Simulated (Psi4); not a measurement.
# InF (SMILES [F][In]) at r2SCAN/def2-TZVPP (core potential)

Aim: the energy change on altering one bond length of InF at r2SCAN/def2-TZVPP (core potential), from 2 runs. 

The results are computed with Psi4 1.11.

### Step 1. Starting point

The species is InF (2 atoms), meant as a singlet with charge 0. As SMILES, `[F][In]`. Geometry: relaxed at PBE0-D4/def2-TZVP.

Bond lengths: F1–In2 1.994 Å.

### Step 2. The energy at r2SCAN/def2-TZVPP (core potential)

calc.inp reads:

```
memory 1600 MB

molecule {
  0 1
  F      0.000000     0.000000     0.015910
  In     0.000000     0.000000     2.009580
  units angstrom
  symmetry c1
}

set globals {
  puream               true
  e_convergence        1e-09
  d_convergence        1e-08
  scf_type             pk
  dft_radial_points    99
  dft_spherical_points 590
}

energy_value, wavefunction = energy("r2scan/def2-TZVPP", return_wfn=True)
```

Command:

```bash
$ psi4 -i calc.inp -o calc.out -n 1
```

calc.out:

```text
[...]
    !!!  WARNING: ECP capability is in beta. Please check occupations closely.  !!!
[...]
  Running in c1 symmetry.
[...]
  Nuclear repulsion =   50.166021867525714
[...]
  Multiplicity = 1
[...]
  Nalpha       = 15
  Nbeta        = 15
[...]
    Number of basis functions: 81
[...]
   @RKS iter   1:  -289.88522620996162   -8.82668e-01   9.88090e-03 DIIS/ADIIS
[...]
   @RKS iter  12:  -290.11455577275660   -5.17275e-12   2.82622e-09 DIIS
[...]
    Orbital Energies [Eh]
    ---------------------
    Doubly Occupied:
       1A    -24.388859     2A     -4.607959     3A     -3.013230
       4A     -3.013230     5A     -3.003432     6A     -1.029004
       7A     -0.708845     8A     -0.708845     9A     -0.701004
      10A     -0.701004    11A     -0.696017    12A     -0.361314
      13A     -0.295353    14A     -0.295353    15A     -0.247549
[...]
  @RKS Final Energy:  -290.11455577275660
   => Energetics <=
    Nuclear Repulsion Energy =             50.1660218675257141
    One-Electron Energy =                -575.7342862397010776
    Two-Electron Energy =                 262.7092749225977855
    DFT Exchange-Correlation Energy =     -27.2555663231790319
    Empirical Dispersion Energy =           0.0000000000000000
    VV10 Nonlocal Energy =                  0.0000000000000000
    Total Energy =                       -290.1145557727566029
[...]
 Multipole Moments:
 ------------------------------------------------------------------------------------
     Multipole            Electronic (a.u.)      Nuclear  (a.u.)        Total (a.u.)
 ------------------------------------------------------------------------------------
 L = 1.  Multiply by 2.5417464519 to convert [e a0] to [Debye]
 Dipole X            :         -0.0000000            0.0000000           -0.0000000
 Dipole Y            :          0.0000000            0.0000000            0.0000000
 Dipole Z            :         19.0666000          -17.8711737            1.1954263
 Magnitude           :                                                    1.1954263
[...]
```

Wall time 16 s (1 thread of Intel Xeon Platinum 8259CL at 2.50GHz (Skylake/Cascade Lake), shared host); peak memory 0.85 GiB.

### Step 3. The distorted shape: energy and forces at r2SCAN/def2-TZVPP (core potential)

job.json reads:

```json
{
 "schema_name": "qcschema_input",
 "schema_version": 1,
 "molecule": {
  "schema_name": "qcschema_molecule",
  "schema_version": 2,
  "symbols": ["F", "In"],
  "geometry": [0.0, 0.0, -1.10023634, 0.0, 0.0, 3.79755583],
  "molecular_charge": 0,
  "molecular_multiplicity": 1,
  "fix_symmetry": "c1"
 },
 "driver": "gradient",
 "model": {
  "method": "r2scan",
  "basis": "def2-TZVPP"
 },
 "keywords": {
  "reference": "rks",
  "puream": true,
  "e_convergence": 1e-09,
  "d_convergence": 1e-08,
  "scf_type": "pk",
  "dft_radial_points": 99,
  "dft_spherical_points": 590,
  "scf_properties": ["MULLIKEN_CHARGES", "DIPOLE", "LOWDIN_CHARGES"]
 }
}
```

Command:

```bash
$ psi4 --qcschema job.json -n 1 --memory 1600MB
```

stdout, shortened:

```text
[...]
  Running in c1 symmetry.
[...]
  Nuclear repulsion =   38.588815825560033
[...]
  Multiplicity = 1
[...]
  Nalpha       = 15
  Nbeta        = 15
[...]
    Number of basis functions: 81
[...]
   @RKS iter   1:  -289.82100878926178   -9.16615e-01   1.00498e-02 ADIIS/DIIS
[...]
   @RKS iter  14:  -290.06708523940489   -6.82121e-13   5.94902e-10 DIIS
[...]
  @RKS Final Energy:  -290.06708523940489
   => Energetics <=
    Nuclear Repulsion Energy =             38.5888158255600331
    One-Electron Energy =                -552.5209927806176893
    Two-Electron Energy =                 251.0463869947176647
    DFT Exchange-Correlation Energy =     -27.1812952790648303
    Empirical Dispersion Energy =           0.0000000000000000
    VV10 Nonlocal Energy =                  0.0000000000000000
    Total Energy =                       -290.0670852394048893
[...]
 Multipole Moments:
 ------------------------------------------------------------------------------------
     Multipole            Electronic (a.u.)      Nuclear  (a.u.)        Total (a.u.)
 ------------------------------------------------------------------------------------
 L = 1.  Multiply by 2.5417464519 to convert [e a0] to [Debye]
 Dipole X            :          0.0000000            0.0000000            0.0000000
 Dipole Y            :         -0.0000000            0.0000000           -0.0000000
 Dipole Z            :         25.8466835          -23.2327857            2.6138978
 Magnitude           :                                                    2.6138978
[...]
  Mulliken Charges: (a.u.)
   Center  Symbol    Alpha    Beta     Spin     Total
       1     F     4.81555  4.81555  0.00000 -0.63110
       2    IN    10.18445 10.18445  0.00000  0.63110
   Total alpha = 15.00000, Total beta = 15.00000, Total charge = -0.00000
  Lowdin Charges: (a.u.)
   Center  Symbol    Alpha    Beta     Spin     Total
       1     F     4.76961  4.76961  0.00000 -0.53922
       2    IN    10.23039 10.23039  0.00000  0.53922
  Total alpha = 15.00000, Total beta = 15.00000, Total charge = -0.00000
[...]
  -Total Gradient:
     Atom            X                  Y                   Z
    ------   -----------------  -----------------  -----------------
       1       -0.000000000000    -0.000000000005    -0.053004424860
       2       -0.000000000000     0.000000000005     0.052891599553
[...]
```

The result, in JSON:

```text
{
 "driver": "gradient",
 "model": {
  "method": "r2scan",
  "basis": "def2-TZVPP"
 },
 "success": true,
 "return_result": [-2.009064011163152e-14, -4.919640866537323e-12, -0.053004424859904115, -2.340952128304985e-13, 5.02763720559721e-12, 0.05289159955281472],
 "properties": {
  "calcinfo_nbasis": 81,
  "calcinfo_nmo": 81,
  "calcinfo_nalpha": 15,
  "calcinfo_nbeta": 15,
  "calcinfo_natom": 2,
  "nuclear_repulsion_energy": 38.58881582556003,
  "return_energy": -290.0670852394049,
  "return_gradient": [-2.009064011163152e-14, -4.919640866537323e-12, -0.053004424859904115, -2.340952128304985e-13, 5.02763720559721e-12, 0.05289159955281472],
  "scf_one_electron_energy": -552.5209927806177,
  "scf_two_electron_energy": 251.04638699471766,
  "scf_xc_energy": -27.18129527906483,
  "scf_dipole_moment": [1.453696963056432e-12, -1.2928774221787108e-10, 2.6138978185734274],
  "scf_total_energy": -290.0670852394049,
  "scf_total_gradient": [-2.009064011163152e-14, -4.919640866537323e-12, -0.053004424859904115, -2.340952128304985e-13, 5.02763720559721e-12, 0.05289159955281472],
  "scf_iterations": 14
 }
}
```

It took 21 s on 1 thread of Intel Xeon Platinum 8259CL at 2.50GHz (Skylake/Cascade Lake), shared host; peak memory 0.83 GiB.

### Step 4. Summary of results

At r2SCAN/def2-TZVPP (core potential):

| quantity | value |
| --- | --- |
| first shape: total energy | -290.11456 Eh |
| first shape: dipole moment | 3.04 D |
| first shape: HOMO energy | -6.74 eV |
| first shape: LUMO energy | -2.01 eV |
| first shape: HOMO–LUMO gap | 4.72 eV |
| distorted shape: total energy | -290.06709 Eh |
| distorted shape: dipole moment | 6.64 D |
| distorted shape: HOMO energy | -5.90 eV |
| distorted shape: LUMO energy | -2.79 eV |
| distorted shape: HOMO–LUMO gap | 3.11 eV |
| distorted shape: largest force on an atom | 2.726 eV/Å |
| energy change with the F1–In2 bond stretched from 1.994 to 2.592 Å | 1.292 eV |

**Reading.** With the F1–In2 bond stretched from 1.994 to 2.592 Å the energy rises by 1.29 eV (125 kJ/mol). The first shape isn't relaxed at this level, so the change isn't measured from a minimum.
